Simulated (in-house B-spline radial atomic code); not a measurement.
**Pt: ionisation energy by several methods**

The task here is to estimate one member of a computed series from the others.

Program: in-house B-spline radial atomic code version 1. Level of theory: non-relativistic, several functionals, spin-polarised; spherical all-electron atom at the radial basis limit. These are calculated values, not measurements, unless marked.

## The system

- element: platinum (Z = 78)
- charge: 0
- electrons: 78
- configuration: [Xe] 4f14 5d9 6s1
- nucleus: point

The outer shells:

[Xe] 4f14 5d9 6s1
```
[Xe] core
4f [↑↓][↑↓][↑↓][↑↓][↑↓][↑↓][↑↓]
5d [↑↓][↑↓][↑↓][↑↓][↑ ]
6s [↑ ]
```

Where spins are not typed, each open shell is filled with up spins first.

The first run:

Settings of the run:

```ini
Z = 78
electrons = 78.0
configuration = [Xe] 4f14 5d9 6s1
hamiltonian = nr
method = hf
spin_polarised = True
```

Steps of the session up to this table: Hartree-Fock; r2SCAN; BP86; LDA (VWN5); PBEsol.

One of the session's tables, all rows but one given; the rest of the session is left out.

```
      method  ΔSCF (eV)
  LDA (VWN5)      7.753
        BP86      7.624
      PBEsol      7.487
      r2SCAN          ?
Hartree-Fock      5.948
```

Estimate the missing values for r2SCAN.

As computed: ΔSCF (eV): 7.339. In the column «ΔSCF (eV)» it lies between Hartree-Fock (5.948) and PBEsol (7.487).

Limits of these values: These runs leave out relativity, which matters at this nuclear charge.
